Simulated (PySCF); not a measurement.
# Ar³⁺: dipole response in ANO-RCC-VTZP

Aim: the static polarisability and the C₆ coefficient of Ar³⁺, method by method.

Method: unrestricted determinants in a Gaussian basis, no spin-orbit coupling in the energies. Code: PySCF 2.14.0.

## Step 1: The atom as given

| Quantity | Value |
| --- | --- |
| Element | argon (Z = 18) |
| Basis | ANO-RCC-VTZP (5s4p2d1f, 34 functions) |
| Hamiltonian | scalar relativity by spin-free X2C-1e |
| State 1 | Ar³⁺: [Ne] 3s2 3p3, high-spin 4S determinant |
| Methods | UHF, PBE, PBE0, BHandHLYP, CAM-B3LYP |

The outer shells:

Ar3+ [Ne] 3s2 3p3
```
[Ne] core
3s [↑↓]
3p [↑ ][↑ ][↑ ]
```

The runs were made by one driver on top of PySCF. The scripts below sum up each run's settings (the driver also hands on starting orbitals that pick excited configurations, and frozen orbitals as a list rather than a count), and the logs come from the driver's own runs. The driver starts from symmetry-adapted Hartree-Fock orbitals, holds the occupation by maximum overlap and uses a logarithmic radial grid for functionals, so a plain start would take other cycles.

The integrals over 34 functions and the set-up took 0.42 s of CPU time.

## Step 2: Ar³⁺: the ladder of methods

Level: UHF.

input.py

```python
from pyscf import gto, scf, dft, mp, cc
import basis_set_exchange as bse
mol = gto.M(atom="Ar 0 0 0", charge=3, spin=3, symmetry="D2h",
            basis=gto.basis.parse(bse.get_basis("ANO-RCC-VTZP", elements=["Ar"], fmt="nwchem")),
            nucmod="G")
mf = scf.UHF(mol).sfx2c1e()
mf.irrep_nelec = {'Ag': (3, 3), 'B1u': (2, 1), 'B2u': (2, 1), 'B3u': (2, 1)}
mf.kernel()
```

Output:

```text
damping factor = 0
level_shift factor = 0
DIIS = <class 'pyscf.scf.diis.CDIIS'>
diis_start_cycle = 1
diis_space = 10
diis_damp = 0
SCF conv_tol = 1e-09
SCF conv_tol_grad = None
number electrons alpha = 9  beta = 6
cycle= 1 E= -525.674188605426  delta_E= -7.73e-11  |g|= 2.63e-06  |ddm|= 8.15e-06
converged SCF energy = -525.674188605426  <S^2> = 3.7507956  2S+1 = 4.0003978
```

It used 0.28 s of CPU time after the integrals (shared host).

Orbital energies by shell (radii are means over both spins):

| shell | electrons | mean orbital energy (eV) | spread (eV) | rms radius (bohr) |
| --- | --- | --- | --- | --- |
| 1s α | 1 | -3290.8 | 0 | 0.0991 |
| 1s β | 1 | -3289.4 | 0 | 0.0991 |
| 2s α | 1 | -386.25 | 0 | 0.445 |
| 2s β | 1 | -384.88 | 0 | 0.445 |
| 2p α | 3 | -309.56 | 0 | 0.416 |
| 2p β | 3 | -307.09 | 0 | 0.416 |
| 3s α | 1 | -80.172 | 0 | 1.39 |
| 3s β | 1 | -67.754 | 0 | 1.39 |
| 3p α | 3 | -59.229 | 0 | 1.50 |

⟨S²⟩ = 3.751, ⟨L²⟩ = 0.00.

The driver then solved the coupled dipole response at imaginary frequencies: mean α = 3.641 bohr³, C₆ = 9.880 au for a like pair.

Level: PBE.

input.py differs from the last one in:

```diff
@@ -5,3 +5,3 @@
             nucmod="G")
-mf = scf.UHF(mol).sfx2c1e()
+mf = dft.UKS(mol, xc="PBE").sfx2c1e()
 mf.irrep_nelec = {'Ag': (3, 3), 'B1u': (2, 1), 'B2u': (2, 1), 'B3u': (2, 1)}
```

Output:

```text
damping factor = 0
level_shift factor = 0
DIIS = <class 'pyscf.scf.diis.CDIIS'>
diis_start_cycle = 1
diis_space = 10
diis_damp = 0
SCF conv_tol = 1e-09
SCF conv_tol_grad = None
number electrons alpha = 9  beta = 6
XC functionals = PBE
    J. P. Perdew, K. Burke, and M. Ernzerhof.,  Phys. Rev. Lett. 77, 3865 (1996)
    J. P. Perdew, K. Burke, and M. Ernzerhof.,  Phys. Rev. Lett. 78, 1396 (1997)
    J. P. Perdew, K. Burke, and M. Ernzerhof.,  Phys. Rev. Lett. 77, 3865 (1996)
    J. P. Perdew, K. Burke, and M. Ernzerhof.,  Phys. Rev. Lett. 78, 1396 (1997)
cycle= 1 E= -526.077919817868  delta_E= -0.00446  |g|= 0.019  |ddm|= 0.0381
cycle= 2 E= -526.077953594837  delta_E= -3.38e-05  |g|= 0.00291  |ddm|= 0.00405
cycle= 3 E= -526.077954264654  delta_E= -6.7e-07  |g|= 0.000184  |ddm|= 0.000373
cycle= 4 E= -526.077954272324  delta_E= -7.67e-09  |g|= 2.38e-06  |ddm|= 7.62e-05
cycle= 5 E= -526.077954272325  delta_E= -1.14e-12  |g|= 1.68e-08  |ddm|= 7.57e-07
converged SCF energy = -526.077954272325  <S^2> = 3.7503086  2S+1 = 4.0001543
```

It used 0.66 s of CPU time after the integrals (shared host).

The driver then solved the coupled dipole response at imaginary frequencies: mean α = 3.544 bohr³, C₆ = 9.632 au for a like pair.

Level: PBE0.

input.py differs from the last one in:

```diff
@@ -5,3 +5,3 @@
             nucmod="G")
-mf = dft.UKS(mol, xc="PBE").sfx2c1e()
+mf = dft.UKS(mol, xc="PBE0").sfx2c1e()
 mf.irrep_nelec = {'Ag': (3, 3), 'B1u': (2, 1), 'B2u': (2, 1), 'B3u': (2, 1)}
```

Output:

```text
damping factor = 0
level_shift factor = 0
DIIS = <class 'pyscf.scf.diis.CDIIS'>
diis_start_cycle = 1
diis_space = 10
diis_damp = 0
SCF conv_tol = 1e-09
SCF conv_tol_grad = None
number electrons alpha = 9  beta = 6
XC functionals = PBE0
    C. Adamo and V. Barone.,  J. Chem. Phys. 110, 6158 (1999)
    M. Ernzerhof and G. E. Scuseria.,  J. Chem. Phys. 110, 5029 (1999)
cycle= 1 E= -526.117135373275  delta_E= -0.00248  |g|= 0.0094  |ddm|= 0.0289
cycle= 2 E= -526.117144033123  delta_E= -8.66e-06  |g|= 0.00125  |ddm|= 0.00203
cycle= 3 E= -526.117144169503  delta_E= -1.36e-07  |g|= 9.83e-05  |ddm|= 0.00022
cycle= 4 E= -526.117144171326  delta_E= -1.82e-09  |g|= 6.97e-06  |ddm|= 3.48e-05
cycle= 5 E= -526.11714417134  delta_E= -1.36e-11  |g|= 2.73e-07  |ddm|= 3.62e-06
converged SCF energy = -526.11714417134  <S^2> = 3.7503439  2S+1 = 4.0001719
```

It used 0.77 s of CPU time after the integrals (shared host).

The driver then solved the coupled dipole response at imaginary frequencies: mean α = 3.554 bohr³, C₆ = 9.647 au for a like pair.

Level: BHandHLYP.

input.py differs from the last one in:

```diff
@@ -5,3 +5,3 @@
             nucmod="G")
-mf = dft.UKS(mol, xc="PBE0").sfx2c1e()
+mf = dft.UKS(mol, xc="BHANDHLYP").sfx2c1e()
 mf.irrep_nelec = {'Ag': (3, 3), 'B1u': (2, 1), 'B2u': (2, 1), 'B3u': (2, 1)}
```

Output:

```text
damping factor = 0
level_shift factor = 0
DIIS = <class 'pyscf.scf.diis.CDIIS'>
diis_start_cycle = 1
diis_space = 10
diis_damp = 0
SCF conv_tol = 1e-09
SCF conv_tol_grad = None
number electrons alpha = 9  beta = 6
XC functionals = BHANDHLYP
    A. D. Becke.,  J. Chem. Phys. 98, 1372 (1993)
    Defined through Gaussian implementation.
cycle= 1 E= -526.291914643782  delta_E= -0.00157  |g|= 0.00365  |ddm|= 0.0231
cycle= 2 E= -526.291917726585  delta_E= -3.08e-06  |g|= 0.000331  |ddm|= 0.00156
cycle= 3 E= -526.291917749816  delta_E= -2.32e-08  |g|= 3.78e-05  |ddm|= 0.000126
cycle= 4 E= -526.291917750153  delta_E= -3.38e-10  |g|= 4.88e-06  |ddm|= 1.43e-05
converged SCF energy = -526.291917750153  <S^2> = 3.7505712  2S+1 = 4.0002856
```

CPU time 0.73 s on a shared host, the integrals not counted.

The driver then solved the coupled dipole response at imaginary frequencies: mean α = 3.544 bohr³, C₆ = 9.618 au for a like pair.

Level: CAM-B3LYP.

input.py differs from the last one in:

```diff
@@ -5,3 +5,3 @@
             nucmod="G")
-mf = dft.UKS(mol, xc="BHANDHLYP").sfx2c1e()
+mf = dft.UKS(mol, xc="CAMB3LYP").sfx2c1e()
 mf.irrep_nelec = {'Ag': (3, 3), 'B1u': (2, 1), 'B2u': (2, 1), 'B3u': (2, 1)}
```

Output:

```text
damping factor = 0
level_shift factor = 0
DIIS = <class 'pyscf.scf.diis.CDIIS'>
diis_start_cycle = 1
diis_space = 10
diis_damp = 0
SCF conv_tol = 1e-09
SCF conv_tol_grad = None
number electrons alpha = 9  beta = 6
XC functionals = CAMB3LYP
    T. Yanai, D. P. Tew, and N. C. Handy.,  Chem. Phys. Lett. 393, 51 (2004)
cycle= 1 E= -526.290976496002  delta_E= -0.00381  |g|= 0.00982  |ddm|= 0.0342
cycle= 2 E= -526.290989813602  delta_E= -1.33e-05  |g|= 0.00143  |ddm|= 0.00281
cycle= 3 E= -526.29099003968  delta_E= -2.26e-07  |g|= 0.000135  |ddm|= 0.000347
cycle= 4 E= -526.290990043537  delta_E= -3.86e-09  |g|= 1.4e-05  |ddm|= 4.86e-05
cycle= 5 E= -526.290990043572  delta_E= -3.46e-11  |g|= 2.23e-07  |ddm|= 5.02e-06
converged SCF energy = -526.290990043572  <S^2> = 3.7503947  2S+1 = 4.0001973
```

It used 1.2 s of CPU time after the integrals (shared host).

The driver then solved the coupled dipole response at imaginary frequencies: mean α = 3.531 bohr³, C₆ = 9.591 au for a like pair.

Radial density 4πr²ρ of Ar³⁺ at UHF:

| r (bohr) | density | spin density |
| --- | --- | --- |
| 0.00113 | 0.0772 | 0.000 |
| 0.00190 | 0.200 | 0.000 |
| 0.00319 | 0.513 | 0.000 |
| 0.00537 | 1.29 | 0.000 |
| 0.00904 | 3.08 | 0.000 |
| 0.0152 | 6.79 | 0.001 |
| 0.0256 | 13.0 | 0.005 |
| 0.0430 | 19.5 | 0.021 |
| 0.0723 | 20.1 | 0.092 |
| 0.122 | 14.9 | 0.313 |
| 0.205 | 17.6 | 0.604 |
| 0.344 | 20.0 | 0.315 |
| 0.579 | 7.50 | 0.153 |
| 0.974 | 4.37 | 2.192 |
| 1.64 | 2.82 | 1.751 |
| 2.76 | 0.204 | 0.144 |
| 4.63 | 0.000265 | 0.000 |

## Step 3: Polarisabilities and C₆

Ar³⁺, in atomic units:

| method | mean α | C₆ (like pair) | S(−4) |
| --- | --- | --- | --- |
| UHF | 3.641 | 9.880 | 4.673 |
| PBE | 3.544 | 9.632 | 3.972 |
| PBE0 | 3.554 | 9.647 | 4.064 |
| BHandHLYP | 3.544 | 9.618 | 3.990 |
| CAM-B3LYP | 3.531 | 9.591 | 3.901 |

α(iu) at CAM-B3LYP:

| u (hartree) | α(iu) (bohr³) |
| --- | --- |
| 0 | 3.531 |
| 0.0500 | 3.522 |
| 0.100 | 3.493 |
| 0.200 | 3.385 |
| 0.300 | 3.222 |
| 0.500 | 2.811 |
| 0.750 | 2.272 |
| 1.00 | 1.803 |
| 1.50 | 1.149 |
| 2.00 | 0.7705 |
| 3.00 | 0.4068 |
| 5.00 | 0.1708 |

## Step 4: What came out

| quantity | value |
| --- | --- |
| α of Ar³⁺ | 3.531 (CAM-B3LYP) to 3.641 (UHF) bohr³ |

What this shows: A single London oscillator with the computed α and C₆ of Ar³⁺ at UHF would have ω = 4 C₆ / (3 α²) = 0.994 hartree. All values hold for this basis alone; no basis-set limit was taken.
